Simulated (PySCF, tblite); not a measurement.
# C₅H₄F₃+: a rotation path, then NMR shifts on frames

How do NMR shifts of C₅H₄F₃+ (`FC(F)(F)C[c+]1cc1`) change as the atoms move?

Programs: tblite 0.8.0 and PySCF 2.14.0, with density-fitted response routines of our own. Each step states its level of theory. These are calculated values for one molecule in the gas phase, unless marked as measured. Atoms count from 0, in the outputs and in this text.

**1. The starting structure**

12 atoms, charge 1, multiplicity 1; geometry from: GFN2-xTB.

Bonds of the start (Å): F0–C1 1.33, C1–F2 1.32, C1–F3 1.33, C1–C4 1.55, C4–C5 1.44, C5–C6 1.39, C6–C7 1.37, C7–C5 1.39, C4–H8 1.10, C4–H9 1.10, C6–H10 1.07, C7–H11 1.07.

**2. A band between two rotamers with GFN2-xTB**

What the job is given:

```
{"job": {"kind": "neb", "xc": "GFN2-xTB", "basis": "xTB", "atoms": [3, 1, 4, 5], "turn": 120}, "charge": 1, "multiplicity": 1}
F      0.700883    -0.619674     1.906037
C      1.154257     0.363944     1.127582
F      2.445616     0.520791     1.343270
F      0.516652     1.479303     1.483075
C      0.874970     0.040591    -0.361161
C     -0.522635    -0.180570    -0.602392
C     -1.821218    -0.279982    -0.110765
C     -1.591490    -0.446873    -1.449315
H      1.456338    -0.848312    -0.653617
H      1.253160     0.859516    -0.992146
H     -2.500267    -0.247913     0.717811
H     -1.965067    -0.641508    -2.434405
```

Level: GFN2-xTB climbing-image nudged elastic band, gas phase.

Started as:

```console
> OMP_NUM_THREADS=1 python probes_run.py task.json out
```

The driver reads the jobs from task.json and runs them one after another.

What it wrote:

```text
image   E - E0 / eV
  0      -0.0000
  1       0.0063
  2       0.0221
  3       0.0396
  4       0.0480
  5       0.0412
  6       0.0236
  7       0.0070
  8       0.0001
```

Wall time 1.3 s (1 thread of Intel Xeon 6975P-C, shared host); peak memory 0.18 GiB.

The final band, with the dihedral F3–C1–C4–C5:

```tsv
image	dihedral (°)	energy (eV)	energy (kcal/mol)
0	-61	0.000	0.0
1	-45	0.006	0.1
2	-31	0.022	0.5
3	-16	0.040	0.9
4	-1	0.048	1.1
5	14	0.041	0.9
6	28	0.024	0.5
7	43	0.007	0.2
8	57	0.000	0.0
```

**3. Nuclear shieldings: image 0, PBE0/pcSseg-1**

What the job is given:

```
{"job": {"kind": "nmr", "xc": "PBE0", "basis": "pcSseg-1", "pop": false}, "charge": 1, "multiplicity": 1}
F      0.700900    -0.619700     1.906000
C      1.154300     0.363900     1.127600
F      2.445600     0.520800     1.343300
F      0.516700     1.479300     1.483100
C      0.875000     0.040600    -0.361200
C     -0.522600    -0.180600    -0.602400
C     -1.821200    -0.280000    -0.110800
C     -1.591500    -0.446900    -1.449300
H      1.456300    -0.848300    -0.653600
H      1.253200     0.859500    -0.992100
H     -2.500300    -0.247900     0.717800
H     -1.965100    -0.641500    -2.434400
```

With the program's defaults for keys left out, this is: GIAO PBE0/pcSseg-1 NMR shielding, non-relativistic, gas phase.

What it wrote:

```text
coarse grid: 11168 points
cycle   1  E = -491.3494885012  dE =  1.799e+00  |g| = 8.735e-01  |ddm| = 3.112e+00
cycle   2  E = -491.2320885858  dE =  1.174e-01  |g| = 1.289e+00  |ddm| = 1.320e+00
cycle   3  E = -491.4822225276  dE = -2.501e-01  |g| = 6.205e-02  |ddm| = 7.043e-01
cycle   4  E = -491.4826681085  dE = -4.456e-04  |g| = 4.142e-02  |ddm| = 8.129e-02
cycle   5  E = -491.4830550898  dE = -3.870e-04  |g| = 9.838e-03  |ddm| = 4.085e-02
cycle   6  E = -491.4830748987  dE = -1.981e-05  |g| = 3.084e-03  |ddm| = 9.365e-03
cycle   7  E = -491.4830770727  dE = -2.174e-06  |g| = 3.688e-04  |ddm| = 2.596e-03
final grid: 112344 points
cycle   8  E = -491.5501195665  dE = -4.430e-05  |g| = 6.267e-03  |ddm| = 3.486e-02
cycle   9  E = -491.5501172722  dE =  2.294e-06  |g| = 7.807e-03  |ddm| = 9.631e-03
cycle  10  E = -491.5501278553  dE = -1.058e-05  |g| = 9.276e-04  |ddm| = 5.062e-03
cycle  11  E = -491.5501280182  dE = -1.629e-07  |g| = 1.890e-04  |ddm| = 7.674e-04
cycle  12  E = -491.5501280241  dE = -5.850e-09  |g| = 9.442e-05  |ddm| = 2.181e-04
cycle  13  E = -491.5501280261  dE = -2.042e-09  |g| = 1.521e-05  |ddm| = 8.453e-05
cycle  14  E = -491.5501280262  dE = -4.718e-11  |g| = 3.805e-06  |ddm| = 1.563e-05
converged SCF energy = -491.5501280262

GIAO shielding tensors (ppm)
atom      isotropic    diamagn.    paramagn.     s11        s22        s33       span
  0 F      249.544     474.744    -225.200    173.527    243.075    332.029    158.502
  1 C       56.898     241.554    -184.656     48.198     58.474     64.023     15.826
  2 F      250.416     467.961    -217.545    179.960    245.904    325.385    145.424
  3 F      247.701     474.373    -226.672    172.083    239.918    331.102    159.020
  4 C      146.641     248.207    -101.566    126.458    151.721    161.743     35.285
  5 C       -7.775     253.295    -261.069   -156.987    -65.723    199.386    356.372
  6 C        2.873     250.073    -247.199   -118.009    -75.776    202.405    320.414
  7 C        5.831     255.677    -249.846   -117.610    -65.419    200.521    318.131
  8 H       27.103      26.245       0.858     22.658     26.165     32.485      9.827
  9 H       27.025      26.241       0.784     22.580     26.158     32.336      9.755
 10 H       20.817      29.123      -8.306     16.855     21.028     24.568      7.713
 11 H       21.082      30.420      -9.338     18.512     21.546     23.189      4.677
```

It took 11 s on 1 thread of Intel Xeon 6975P-C, shared host; peak memory 0.73 GiB.

Shifts follow as δ = σ(reference) − σ, with reference shieldings (ppm) from runs at the same level and on the same kind of geometry: 1H TMS 31.72, 13C TMS 186.9, 19F CFCl3 170.9. The references are single molecules in the gas phase, so shifts against H2O, NH3, PH3, H3PO4 or CFCl3 are not on the usual liquid scales and can be off by tens of ppm. Each atom is listed at this fixed geometry, with no averaging over motion; a spectrum would average atoms that exchange fast.

```tsv
atoms	σ (ppm)	δ (ppm)
C5	-7.8	194.7
C6	2.9	184.1
C7	5.8	181.1
C1	56.9	130.0
C4	146.6	40.3
H10	20.82	10.90
H11	21.08	10.63
H9	27.02	4.69
H8	27.10	4.61
F3	247.7	-76.8
F0	249.5	-78.6
F2	250.4	-79.5
```

Ring of atoms C5, C6, C7: NICS(0) -23.1, NICS(1) -14.4, NICS(1)zz -25.9 ppm (means of both faces).

In rings of three or four atoms NICS is ruled by the nearby σ bonds, so it says little on aromaticity.

**4. NMR shieldings: image 2, PBE0/pcSseg-1**

What the job is given:

```
{"job": {"kind": "nmr", "xc": "PBE0", "basis": "pcSseg-1", "pop": false}, "charge": 1, "multiplicity": 1}
F      1.238100    -0.757900     1.904600
C      1.158700     0.327800     1.143000
F      2.284800     1.010000     1.243400
F      0.163500     1.081300     1.622000
C      0.877100    -0.062100    -0.335700
C     -0.525000    -0.184000    -0.612400
C     -1.837500    -0.123900    -0.152300
C     -1.597400    -0.395100    -1.471100
H      1.390300    -1.009400    -0.565500
H      1.333900     0.680500    -1.008200
H     -2.516800     0.038100     0.660200
H     -1.968600    -0.605900    -2.454100
```

With the program's defaults for keys left out, this is: GIAO PBE0/pcSseg-1 NMR shielding, non-relativistic, gas phase.

What it wrote:

```text
coarse grid: 11168 points
cycle   1  E = -491.3463711620  dE =  1.798e+00  |g| = 8.749e-01  |ddm| = 3.108e+00
cycle   2  E = -491.2275364721  dE =  1.188e-01  |g| = 1.294e+00  |ddm| = 1.297e+00
cycle   3  E = -491.4795719541  dE = -2.520e-01  |g| = 6.118e-02  |ddm| = 6.874e-01
cycle   4  E = -491.4799952231  dE = -4.233e-04  |g| = 4.138e-02  |ddm| = 8.033e-02
cycle   5  E = -491.4803814596  dE = -3.862e-04  |g| = 9.718e-03  |ddm| = 4.069e-02
cycle   6  E = -491.4804007303  dE = -1.927e-05  |g| = 3.070e-03  |ddm| = 9.287e-03
cycle   7  E = -491.4804028851  dE = -2.155e-06  |g| = 3.656e-04  |ddm| = 2.579e-03
final grid: 112344 points
cycle   8  E = -491.5478551136  dE = -4.545e-05  |g| = 6.162e-03  |ddm| = 2.998e-02
cycle   9  E = -491.5478531886  dE =  1.925e-06  |g| = 7.566e-03  |ddm| = 9.713e-03
cycle  10  E = -491.5478632688  dE = -1.008e-05  |g| = 9.465e-04  |ddm| = 4.987e-03
cycle  11  E = -491.5478634349  dE = -1.662e-07  |g| = 1.899e-04  |ddm| = 7.879e-04
cycle  12  E = -491.5478634410  dE = -6.042e-09  |g| = 9.104e-05  |ddm| = 2.068e-04
cycle  13  E = -491.5478634429  dE = -1.882e-09  |g| = 1.569e-05  |ddm| = 8.398e-05
cycle  14  E = -491.5478634429  dE = -5.286e-11  |g| = 3.964e-06  |ddm| = 1.504e-05
converged SCF energy = -491.5478634429

GIAO shielding tensors (ppm)
atom      isotropic    diamagn.    paramagn.     s11        s22        s33       span
  0 F      237.784     471.960    -234.176    165.067    224.353    323.932    158.865
  1 C       56.859     241.067    -184.207     47.549     59.350     63.679     16.129
  2 F      242.491     468.192    -225.701    175.066    229.842    322.566    147.499
  3 F      251.487     475.983    -224.496    177.081    246.810    330.570    153.489
  4 C      145.713     248.775    -103.062    124.735    150.109    162.296     37.561
  5 C       -8.050     253.121    -261.171   -157.117    -66.211    199.179    356.296
  6 C        2.099     250.135    -248.037   -117.152    -78.259    201.706    318.857
  7 C        7.015     255.742    -248.727   -116.216    -62.147    199.408    315.624
  8 H       26.929      26.124       0.804     22.459     26.308     32.020      9.561
  9 H       26.932      26.471       0.460     22.113     26.539     32.143     10.031
 10 H       20.785      29.178      -8.393     16.640     20.932     24.783      8.142
 11 H       21.136      30.470      -9.334     18.702     21.540     23.165      4.463
```

It took 11 s on 1 thread of Intel Xeon 6975P-C, shared host; peak memory 0.81 GiB.

Key values: δ C5 195.0, C6 184.8, C7 179.9, C1 130.1, H10 10.93, H11 10.58 ppm.

**5. Shielding tensors: image 4, PBE0/pcSseg-1**

What the job is given:

```
{"job": {"kind": "nmr", "xc": "PBE0", "basis": "pcSseg-1", "pop": false}, "charge": 1, "multiplicity": 1}
F      1.757800    -0.676200     1.837300
C      1.164000     0.295900     1.161800
F      1.946500     1.364300     1.167300
F      0.036000     0.609800     1.806800
C      0.864000    -0.154500    -0.302300
C     -0.533100    -0.165100    -0.622600
C     -1.848400     0.028300    -0.208500
C     -1.597600    -0.345700    -1.499300
H      1.291800    -1.156700    -0.470000
H      1.406400     0.501100    -1.002200
H     -2.522700     0.291700     0.581300
H     -1.963700    -0.593400    -2.475700
```

Level: GIAO PBE0/pcSseg-1 NMR shielding, non-relativistic, gas phase.

What it wrote:

```text
coarse grid: 11168 points
cycle   1  E = -491.3437032254  dE =  1.798e+00  |g| = 8.759e-01  |ddm| = 3.104e+00
cycle   2  E = -491.2236644829  dE =  1.200e-01  |g| = 1.297e+00  |ddm| = 1.292e+00
cycle   3  E = -491.4772685729  dE = -2.536e-01  |g| = 6.023e-02  |ddm| = 6.790e-01
cycle   4  E = -491.4776685599  dE = -4.000e-04  |g| = 4.135e-02  |ddm| = 7.904e-02
cycle   5  E = -491.4780553922  dE = -3.868e-04  |g| = 9.572e-03  |ddm| = 4.057e-02
cycle   6  E = -491.4780740536  dE = -1.866e-05  |g| = 3.055e-03  |ddm| = 9.255e-03
cycle   7  E = -491.4780761889  dE = -2.135e-06  |g| = 3.634e-04  |ddm| = 2.568e-03
final grid: 112344 points
cycle   8  E = -491.5453076761  dE = -4.437e-05  |g| = 6.169e-03  |ddm| = 2.831e-02
cycle   9  E = -491.5453059854  dE =  1.691e-06  |g| = 7.489e-03  |ddm| = 1.003e-02
cycle  10  E = -491.5453159990  dE = -1.001e-05  |g| = 9.721e-04  |ddm| = 5.051e-03
cycle  11  E = -491.5453161716  dE = -1.726e-07  |g| = 1.888e-04  |ddm| = 8.048e-04
cycle  12  E = -491.5453161776  dE = -6.000e-09  |g| = 9.049e-05  |ddm| = 2.006e-04
cycle  13  E = -491.5453161794  dE = -1.853e-09  |g| = 1.633e-05  |ddm| = 8.675e-05
cycle  14  E = -491.5453161795  dE = -5.923e-11  |g| = 3.972e-06  |ddm| = 1.550e-05
converged SCF energy = -491.5453161795

GIAO shielding tensors (ppm)
atom      isotropic    diamagn.    paramagn.     s11        s22        s33       span
  0 F      231.599     469.330    -237.731    168.541    206.985    319.270    150.729
  1 C       56.846     240.424    -183.578     47.050     61.371     62.116     15.065
  2 F      231.199     469.166    -237.967    168.605    206.019    318.973    150.368
  3 F      250.702     476.353    -225.651    176.722    248.508    326.876    150.154
  4 C      144.582     249.318    -104.737    121.961    148.677    163.108     41.147
  5 C       -8.202     252.775    -260.977   -157.362    -65.965    198.720    356.082
  6 C        1.643     250.080    -248.437   -116.231    -79.636    200.796    317.027
  7 C        7.936     255.739    -247.803   -115.058    -60.058    198.923    313.981
  8 H       26.782      26.294       0.488     21.983     26.664     31.698      9.715
  9 H       26.752      26.381       0.371     21.899     26.725     31.634      9.735
 10 H       20.752      29.231      -8.479     16.507     20.770     24.979      8.473
 11 H       21.177      30.520      -9.343     18.829     21.547     23.155      4.327
```

Wall time 11 s (1 thread of Intel Xeon 6975P-C, shared host); peak memory 0.81 GiB.

In short: δ C5 195.1, C6 185.3, C7 179.0, C1 130.1, H10 10.97, H11 10.54 ppm.

**6. Shielding tensors: image 6, PBE0/pcSseg-1**

What the job is given:

```
{"job": {"kind": "nmr", "xc": "PBE0", "basis": "pcSseg-1", "pop": false}, "charge": 1, "multiplicity": 1}
F      2.163400    -0.408000     1.701900
C      1.158700     0.261700     1.166400
F      1.459700     1.555400     1.148500
F      0.085900     0.106400     1.948900
C      0.860800    -0.248500    -0.273200
C     -0.526800    -0.141700    -0.622200
C     -1.828500     0.183700    -0.250500
C     -1.586000    -0.290800    -1.510300
H      1.189600    -1.296600    -0.367700
H      1.479500     0.311200    -0.992400
H     -2.503100     0.541500     0.501400
H     -1.951900    -0.574900    -2.476700
```

Method: GIAO PBE0/pcSseg-1 NMR shielding, non-relativistic, gas phase.

What it wrote:

```text
coarse grid: 11168 points
cycle   1  E = -491.3465358099  dE =  1.795e+00  |g| = 8.752e-01  |ddm| = 3.107e+00
cycle   2  E = -491.2273492583  dE =  1.192e-01  |g| = 1.295e+00  |ddm| = 1.302e+00
cycle   3  E = -491.4798620158  dE = -2.525e-01  |g| = 6.097e-02  |ddm| = 6.875e-01
cycle   4  E = -491.4802806339  dE = -4.186e-04  |g| = 4.141e-02  |ddm| = 8.014e-02
cycle   5  E = -491.4806679697  dE = -3.873e-04  |g| = 9.696e-03  |ddm| = 4.070e-02
cycle   6  E = -491.4806871564  dE = -1.919e-05  |g| = 3.068e-03  |ddm| = 9.290e-03
cycle   7  E = -491.4806893096  dE = -2.153e-06  |g| = 3.664e-04  |ddm| = 2.579e-03
final grid: 112344 points
cycle   8  E = -491.5475578493  dE = -4.252e-05  |g| = 5.996e-03  |ddm| = 2.909e-02
cycle   9  E = -491.5475563000  dE =  1.549e-06  |g| = 7.253e-03  |ddm| = 9.434e-03
cycle  10  E = -491.5475657248  dE = -9.425e-06  |g| = 9.629e-04  |ddm| = 4.787e-03
cycle  11  E = -491.5475658912  dE = -1.664e-07  |g| = 1.809e-04  |ddm| = 7.783e-04
cycle  12  E = -491.5475658966  dE = -5.385e-09  |g| = 8.998e-05  |ddm| = 1.976e-04
cycle  13  E = -491.5475658984  dE = -1.840e-09  |g| = 1.613e-05  |ddm| = 8.486e-05
cycle  14  E = -491.5475658984  dE = -5.514e-11  |g| = 3.809e-06  |ddm| = 1.592e-05
converged SCF energy = -491.5475658984

GIAO shielding tensors (ppm)
atom      isotropic    diamagn.    paramagn.     s11        s22        s33       span
  0 F      241.244     468.265    -227.021    174.358    227.361    322.012    147.653
  1 C       56.791     240.991    -184.200     47.471     59.648     63.254     15.783
  2 F      236.242     471.588    -235.346    164.105    221.703    322.918    158.813
  3 F      251.981     476.034    -224.053    177.315    248.317    330.312    152.997
  4 C      145.480     248.866    -103.386    124.123    149.923    162.395     38.272
  5 C       -8.108     253.017    -261.124   -157.045    -66.184    198.906    355.951
  6 C        2.120     250.097    -247.978   -117.060    -77.915    201.335    318.395
  7 C        6.862     255.723    -248.861   -116.304    -62.617    199.506    315.811
  8 H       26.946      26.428       0.518     22.152     26.524     32.162     10.010
  9 H       26.852      26.173       0.679     22.360     26.349     31.846      9.486
 10 H       20.786      29.166      -8.380     16.667     20.887     24.804      8.137
 11 H       21.131      30.473      -9.342     18.676     21.543     23.173      4.497
```

Wall time 11 s (1 thread of Intel Xeon 6975P-C, shared host); peak memory 0.81 GiB.

In short: δ C5 195.0, C6 184.8, C7 180.1, C1 130.1, H10 10.93, H11 10.59 ppm.

**7. NMR shieldings: image 8, PBE0/pcSseg-1**

What the job is given:

```
{"job": {"kind": "nmr", "xc": "PBE0", "basis": "pcSseg-1", "pop": false}, "charge": 1, "multiplicity": 1}
F      2.403700    -0.011100     1.513900
C      1.152300     0.227000     1.171600
F      0.939100     1.542700     1.195200
F      0.343100    -0.324300     2.077100
C      0.846000    -0.339800    -0.237100
C     -0.524200    -0.136200    -0.612700
C     -1.799400     0.325000    -0.297900
C     -1.568700    -0.237700    -1.523700
H      1.085100    -1.414900    -0.253300
H      1.521300     0.121800    -0.973900
H     -2.468100     0.785400     0.401400
H     -1.929000    -0.538500    -2.486600
```

With the program's defaults for keys left out, this is: GIAO PBE0/pcSseg-1 NMR shielding, non-relativistic, gas phase.

What it wrote:

```text
coarse grid: 11168 points
cycle   1  E = -491.3493382143  dE =  1.797e+00  |g| = 8.736e-01  |ddm| = 3.110e+00
cycle   2  E = -491.2318831501  dE =  1.175e-01  |g| = 1.290e+00  |ddm| = 1.318e+00
cycle   3  E = -491.4821138346  dE = -2.502e-01  |g| = 6.204e-02  |ddm| = 7.030e-01
cycle   4  E = -491.4825603485  dE = -4.465e-04  |g| = 4.137e-02  |ddm| = 8.097e-02
cycle   5  E = -491.4829459747  dE = -3.856e-04  |g| = 9.835e-03  |ddm| = 4.078e-02
cycle   6  E = -491.4829657714  dE = -1.980e-05  |g| = 3.088e-03  |ddm| = 9.383e-03
cycle   7  E = -491.4829679517  dE = -2.180e-06  |g| = 3.696e-04  |ddm| = 2.598e-03
final grid: 112344 points
cycle   8  E = -491.5501011891  dE = -4.406e-05  |g| = 6.407e-03  |ddm| = 3.184e-02
cycle   9  E = -491.5500988539  dE =  2.335e-06  |g| = 7.953e-03  |ddm| = 1.005e-02
cycle  10  E = -491.5501099047  dE = -1.105e-05  |g| = 9.655e-04  |ddm| = 5.182e-03
cycle  11  E = -491.5501100810  dE = -1.763e-07  |g| = 1.892e-04  |ddm| = 8.115e-04
cycle  12  E = -491.5501100869  dE = -5.846e-09  |g| = 9.661e-05  |ddm| = 2.119e-04
cycle  13  E = -491.5501100890  dE = -2.129e-09  |g| = 1.488e-05  |ddm| = 8.733e-05
cycle  14  E = -491.5501100890  dE = -4.661e-11  |g| = 3.889e-06  |ddm| = 1.474e-05
converged SCF energy = -491.5501100890

GIAO shielding tensors (ppm)
atom      isotropic    diamagn.    paramagn.     s11        s22        s33       span
  0 F      250.112     467.988    -217.876    179.555    245.247    325.534    145.980
  1 C       56.897     241.534    -184.637     48.145     58.509     64.036     15.892
  2 F      247.627     474.335    -226.708    171.952    239.930    330.999    159.047
  3 F      249.447     474.707    -225.260    173.400    243.049    331.892    158.492
  4 C      146.635     248.239    -101.604    126.399    151.645    161.861     35.462
  5 C       -7.776     253.180    -260.955   -156.999    -65.856    199.528    356.527
  6 C        3.129     250.053    -246.924   -117.948    -74.954    202.289    320.237
  7 C        5.753     255.742    -249.989   -117.589    -65.864    200.712    318.300
  8 H       27.108      26.275       0.833     22.658     26.193     32.472      9.814
  9 H       27.018      26.248       0.770     22.568     26.166     32.319      9.751
 10 H       20.835      29.133      -8.298     16.913     21.039     24.552      7.639
 11 H       21.080      30.422      -9.342     18.478     21.555     23.207      4.729
```

Wall time 11 s (1 thread of Intel Xeon 6975P-C, shared host); peak memory 0.81 GiB.

In short: δ C5 194.7, C6 183.8, C7 181.2, C1 130.0, H10 10.88, H11 10.64 ppm.

**8. Run by run: NMR shifts**

Shifts (ppm) of some atoms, chosen among heavy atoms and hydrogens apart, with basis size and wall time:

```tsv
frame	C7	C4	H9	H8	F3	F0	F2	functions	time
image 0	181.1	40.3	4.69	4.61	-76.8	-78.6	-79.5	156	11 s
image 2	179.9	41.2	4.79	4.79	-80.5	-66.8	-71.5	156	11 s
image 4	179.0	42.3	4.96	4.94	-79.8	-60.7	-60.3	156	11 s
image 6	180.1	41.4	4.87	4.77	-81.0	-70.3	-65.3	156	11 s
image 8	181.2	40.3	4.70	4.61	-78.5	-79.2	-76.7	156	11 s
```

**9. Results**

| quantity | value |
| --- | --- |
| barrier | 0.048 eV (1.1 kcal/mol) at image 4 |
| end to end (GFN2-xTB) | 0.000 eV |
| 13C shifts against TMS (PBE0/pcSseg-1, image 0) | 194.7, 184.1, 181.1, 130.0, 40.3 ppm |
| 1H shifts against TMS (PBE0/pcSseg-1, image 0) | 10.90, 10.63, 4.69, 4.61 ppm |
| 19F shifts against CFCl3 (PBE0/pcSseg-1, image 0) | -76.8, -78.6, -79.5 ppm |
| range of the shift of F2 | -79.5 to -60.3 ppm |

In words: Along the band the dihedral turns by 118°, and the top (dihedral -1°) lies 1.1 kcal/mol above the start (GFN2-xTB, rough), so at room temperature this motion is fast. The top was not checked by a frequency run. Shifts at one fixed geometry are not the observed spectrum, which averages over the motion. In the first frame run (image 0): The largest span, 356 ppm, is at C5, where the paramagnetic term is -261 ppm. In ppm, F2 moves most: its shift spreads over 19.2 ppm, from -79.5 (image 0) to -60.3 (image 4).
